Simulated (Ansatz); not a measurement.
# FGaH₂OS: small, medium and large basis sets

The task here is to estimate one member of a computed series from the others.

Program: Ansatz 0.2.0, Gaussian basis. Level of theory: one geometry, several basis sets. These are calculated values, not measurements.

Levels to be run: PBE0-D4/def2-SVP; ωB97M-V/def2-SVP; PBE0-D4/def2-QZVPP; ωB97M-V/def2-QZVPP; the functionals' def2-TZVPP values are taken from earlier runs.

## Structure used throughout

All runs share one geometry, relaxed beforehand with PBE0-D4 in a triple-zeta def2 set.

SMILES `[OH][Ga]([F])[SH]`, 6 atoms, charge 0, spin multiplicity 1.

Atoms are counted from 1 here; the program's logs count them from 0.

Bond lengths: O1–Ga2 1.769 Å, O1–H5 0.959 Å, Ga2–F3 1.741 Å, Ga2–S4 2.180 Å, S4–H6 1.344 Å. Angles: Ga2–O1–H5 114.6°, O1–Ga2–F3 114.2°, O1–Ga2–S4 128.9°, F3–Ga2–S4 117.0°, Ga2–S4–H6 93.3°.

The first run:

Input file in.yaml:

```yaml
crystal:
  periodic: [false, false, false]
  atoms:
    - {symbol: O, position_ang: [1.077123, -0.243792, -1.220436]}
    - {symbol: Ga, position_ang: [0.325366, -0.426453, 0.370646]}
    - {symbol: F, position_ang: [1.149881, -1.539863, 1.425035]}
    - {symbol: S, position_ang: [-1.459957, 0.544096, 1.159273]}
    - {symbol: H, position_ang: [0.625626, 0.364913, -1.808837]}
    - {symbol: H, position_ang: [-1.676040, 1.237098, 0.028120]}
basis:
  gaussian: {orbitals: def2-SVP}
hamiltonian: {xc: pbe0, dispersion: d4}
output: {orbitals: {seedname: orbitals}}
```

Steps of the session up to this table: PBE0-D4 in def2-SVP; ωB97M-V in def2-SVP; PBE0-D4 in def2-QZVPP; ωB97M-V in def2-QZVPP.

One of the session's tables, all rows but one given; the rest of the session is left out.

It belongs to the step «Functionals by basis». 

| functional | basis | HOMO (eV) |
| --- | --- | --- |
| PBE0-D4 | def2-SVP | -8.13 |
| PBE0-D4 | def2-TZVPP | -8.27 |
| PBE0-D4 | def2-QZVPP | -8.31 |
| ωB97M-V | def2-SVP | -10.29 |
| ωB97M-V | def2-TZVPP | ? |
| ωB97M-V | def2-QZVPP | -10.52 |

**Question.** Estimate the row for ωB97M-V, def2-TZVPP.

As computed: HOMO (eV): -10.48. In the column «HOMO (eV)» it lies between ωB97M-V, def2-QZVPP (-10.52) and ωB97M-V, def2-SVP (-10.29).
